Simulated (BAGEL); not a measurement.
**HF/6-31G(d) (density fitting with qzvpp-jkfit, spherical functions) run of [CH3BF3]− (SMILES F[BH2-]C(F)F)**

Aim: the vertical singlet–triplet gap of [CH3BF3]− at HF/6-31G* (density fitting with qzvpp-jkfit, spherical functions), from 2 runs. 

Program for the calculation: BAGEL 1.2.2.

2 further runs of the same task are left out: 1 that didn't finish, 1 set aside as unsound or not needed.

**1. The system as given**

The species is [CH3BF3]− (8 atoms), meant as a singlet with charge -1. SMILES: `F[BH2-]C(F)F`. The shape is that of a GFN2-xTB optimisation. This is one conformer, not always the lowest.

Bond lengths: F1–B2 1.442 Å, B2–C3 1.656 Å, C3–F4 1.388 Å, C3–F5 1.388 Å, B2–H6 1.209 Å, B2–H7 1.205 Å, C3–H8 1.103 Å. Some angles: F1–B2–C3 106.0°, B2–C3–F4 115.8°, B2–C3–F5 114.2°, F4–C3–F5 102.8°, F1–B2–H6 108.4°, F1–B2–H7 109.0°, C3–B2–H6 108.3°, C3–B2–H7 111.4°, B2–C3–H8 112.6°, F4–C3–H8 105.0°.

**2. The energy at HF/6-31G(d) (density fitting with qzvpp-jkfit, spherical functions)**

Contents of job.json:

```json
{ "bagel" : [

{
  "title" : "molecule",
  "basis" : "6-31gs.json",
  "df_basis" : "qzvpp-jkfit",
  "angstrom" : true,
  "geometry" : [
    { "atom" : "F", "xyz" : [   -1.633040,    0.706210,   -0.580040 ] },
    { "atom" : "B", "xyz" : [   -0.248210,    0.816850,   -0.195400 ] },
    { "atom" : "C", "xyz" : [    0.241110,   -0.716820,    0.191930 ] },
    { "atom" : "F", "xyz" : [    0.814980,   -1.447410,   -0.839610 ] },
    { "atom" : "F", "xyz" : [    1.210940,   -0.771220,    1.183550 ] },
    { "atom" : "H", "xyz" : [   -0.181630,    1.499560,    0.800740 ] },
    { "atom" : "H", "xyz" : [    0.382650,    1.258210,   -1.122300 ] },
    { "atom" : "H", "xyz" : [   -0.586800,   -1.345380,    0.561130 ] }
  ]
},
{ "title" : "hf", "charge" : -1 },
{ "title" : "print", "file" : "orbitals.molden", "orbitals" : true }

]}
```

The basis set 6-31G* is read from a file made from the Basis Set Exchange's data (not shown).

Started as:

```bash
$ BAGEL_NUM_THREADS=1 BAGEL job.json > job.out
```

Output:

```text
* using 1 threads per process

  ===============================================================
  ===============================================================

  *** Geometry ***

  { "atom" : "F", "xyz" : [     -3.085998,      1.334543,     -1.096117 ] },
  { "atom" : "B", "xyz" : [     -0.469049,      1.543623,     -0.369252 ] },
  { "atom" : "C", "xyz" : [      0.455632,     -1.354593,      0.362695 ] },
  { "atom" : "F", "xyz" : [      1.540089,     -2.735208,     -1.586633 ] },
  { "atom" : "F", "xyz" : [      2.288345,     -1.457395,      2.236585 ] },
  { "atom" : "H", "xyz" : [     -0.343231,      2.833758,      1.513179 ] },
  { "atom" : "H", "xyz" : [      0.723104,      2.377672,     -2.120840 ] },
  { "atom" : "H", "xyz" : [     -1.108891,     -2.542400,      1.060382 ] },

  Number of auxiliary basis functions:      435

  Since a DF basis is specified, we compute 2- and 3-index integrals:
    o Being stored without compression. Storage requirement is 0.020 GB

  Number of basis functions:       76
  Number of electrons      :       41

    * METHOD: MOLECULE                             0.18

  *** RHF ***

  === Nuclear Repulsion ===
   171.0395920757

      * DIIS with orbital gradients will be used.

  === RHF iteration (6-31gs.json) ===
      0       -362.40389997          0.02312268           0.05
      1       -362.57775110          0.01423577           0.04
      2       -362.65467313          0.00155498           0.04
      3       -362.65616381          0.00034917           0.04
      4       -362.65624588          0.00008757           0.05
      5       -362.65625365          0.00002541           0.04
      6       -362.65625418          0.00001087           0.04
      7       -362.65625425          0.00000257           0.04
      8       -362.65625426          0.00000103           0.05
      9       -362.65625426          0.00000033           0.04
     10       -362.65625426          0.00000012           0.04
     11       -362.65625426          0.00000004           0.04
     12       -362.65625426          0.00000001           0.05
     13       -362.65625426          0.00000001           0.04
    * SCF iteration converged.

    * Permanent dipole moment:
           (   -0.220139,     1.215933,    -0.329703) a.u.

    * METHOD: HF                                   0.75

    * METHOD: PRINT                                0.02

  ===============================================================
```

Wall time 1.1 s (1 thread of Arm Neoverse V1, shared host); peak memory 0.097 GiB.

**3. The triplet, same level**

Contents of input.json:

```json
{ "bagel": [

{
  "title": "molecule",
  "basis": "6-31gs.json",
  "df_basis": "qzvpp-jkfit",
  "angstrom": "true",
  "geometry": [
    { "atom": "F", "xyz": [      -1.633040,       0.706210,      -0.580040 ] },
    { "atom": "B", "xyz": [      -0.248210,       0.816850,      -0.195400 ] },
    { "atom": "C", "xyz": [       0.241110,      -0.716820,       0.191930 ] },
    { "atom": "F", "xyz": [       0.814980,      -1.447410,      -0.839610 ] },
    { "atom": "F", "xyz": [       1.210940,      -0.771220,       1.183550 ] },
    { "atom": "H", "xyz": [      -0.181630,       1.499560,       0.800740 ] },
    { "atom": "H", "xyz": [       0.382650,       1.258210,      -1.122300 ] },
    { "atom": "H", "xyz": [      -0.586800,      -1.345380,       0.561130 ] }
  ]
},

{ "title": "uhf", "charge": -1, "nopen": 2 },

{ "title": "print", "file": "orbitals.molden", "orbitals": "true" }

]}
```

The basis set 6-31G* is read from a file made from the Basis Set Exchange's data (not shown).

Started as:

```bash
$ BAGEL_NUM_THREADS=1 BAGEL input.json > input.out
```

Output:

```text
* using 1 threads per process

  ===============================================================
  ===============================================================

  *** Geometry ***

  { "atom" : "F", "xyz" : [     -3.085998,      1.334543,     -1.096117 ] },
  { "atom" : "B", "xyz" : [     -0.469049,      1.543623,     -0.369252 ] },
  { "atom" : "C", "xyz" : [      0.455632,     -1.354593,      0.362695 ] },
  { "atom" : "F", "xyz" : [      1.540089,     -2.735208,     -1.586633 ] },
  { "atom" : "F", "xyz" : [      2.288345,     -1.457395,      2.236585 ] },
  { "atom" : "H", "xyz" : [     -0.343231,      2.833758,      1.513179 ] },
  { "atom" : "H", "xyz" : [      0.723104,      2.377672,     -2.120840 ] },
  { "atom" : "H", "xyz" : [     -1.108891,     -2.542400,      1.060382 ] },

  Number of auxiliary basis functions:      435

  Since a DF basis is specified, we compute 2- and 3-index integrals:
    o Being stored without compression. Storage requirement is 0.020 GB

  Number of basis functions:       76
  Number of electrons      :       41

    * METHOD: MOLECULE                             0.18

  *** Open-shell HF ***

  === Nuclear Repulsion ===
   171.0395920757

      * DIIS with orbital gradients will be used.

  === UHF iteration (6-31gs.json) ===
      0       -362.00103977          0.04782452           0.09
      1       -362.20067356          0.03322699           0.09
      2       -362.27344007          0.02124544           0.09
      3       -362.32266338          0.00232368           0.09
      4       -362.32743699          0.00131446           0.09
      5       -362.32970116          0.00067424           0.09
      6       -362.33079888          0.00033506           0.09
      7       -362.33105780          0.00024107           0.09
      8       -362.33123546          0.00017205           0.09
      9       -362.33134662          0.00011222           0.09
     10       -362.33141001          0.00009448           0.09
     11       -362.33143700          0.00008521           0.09
     12       -362.33146673          0.00008114           0.09
     13       -362.33151394          0.00007777           0.09
     14       -362.33154540          0.00007392           0.09
     15       -362.33160411          0.00006859           0.09
     16       -362.33171062          0.00005721           0.09
     17       -362.33173872          0.00004969           0.09
     18       -362.33179727          0.00004315           0.09
     19       -362.33180444          0.00003706           0.09
     20       -362.33183583          0.00004161           0.09
     21       -362.33183652          0.00002588           0.09
     22       -362.33184517          0.00001450           0.09
     23       -362.33184807          0.00001153           0.09
     24       -362.33184842          0.00000944           0.09
     25       -362.33184906          0.00000327           0.09
     26       -362.33184910          0.00000232           0.09
     27       -362.33184916          0.00000157           0.08
     28       -362.33184918          0.00000092           0.09
     29       -362.33184919          0.00000076           0.09
     30       -362.33184919          0.00000068           0.09
     31       -362.33184920          0.00000056           0.09
     32       -362.33184920          0.00000044           0.08
     33       -362.33184921          0.00000038           0.08
     34       -362.33184921          0.00000032           0.08
     35       -362.33184921          0.00000017           0.08
     36       -362.33184921          0.00000013           0.08
     37       -362.33184921          0.00000008           0.09
     38       -362.33184921          0.00000006           0.09
     39       -362.33184921          0.00000005           0.09
     40       -362.33184921          0.00000004           0.09
     41       -362.33184921          0.00000002           0.09
     42       -362.33184921          0.00000001           0.09
     43       -362.33184921          0.00000001           0.09
     44       -362.33184921          0.00000001           0.08
    * SCF iteration converged.

    * S^2 (UHF) is 2.0110

    * Permanent dipole moment:
           (   -0.125081,     0.718935,    -0.056372) a.u.

    * METHOD: UHF                                  4.04

    * METHOD: PRINT                                0.02

  ===============================================================
```

Run time: 4.5 s. Hardware: 1 thread of Arm Neoverse V1, shared host; peak memory 0.097 GiB.

**4. Summary of results**

At HF/6-31G* (density fitting with qzvpp-jkfit, spherical functions):

```
                                                      quantity          value
                                         singlet: total energy  -362.65625 Eh
                                          singlet: HOMO energy       -5.73 eV
                                          singlet: LUMO energy       12.36 eV
singlet: HOMO–LUMO gap (to an unbound level, set by the basis)       18.09 eV
                                         triplet: total energy  -362.33185 Eh
                                                 triplet: ⟨S²⟩          2.011
              vertical energy of the triplet above the singlet       8.828 eV
```

What this shows: At this shape the triplet lies 8.83 eV (852 kJ/mol) above the singlet. For an anion a state so high probably lies above electron detachment.
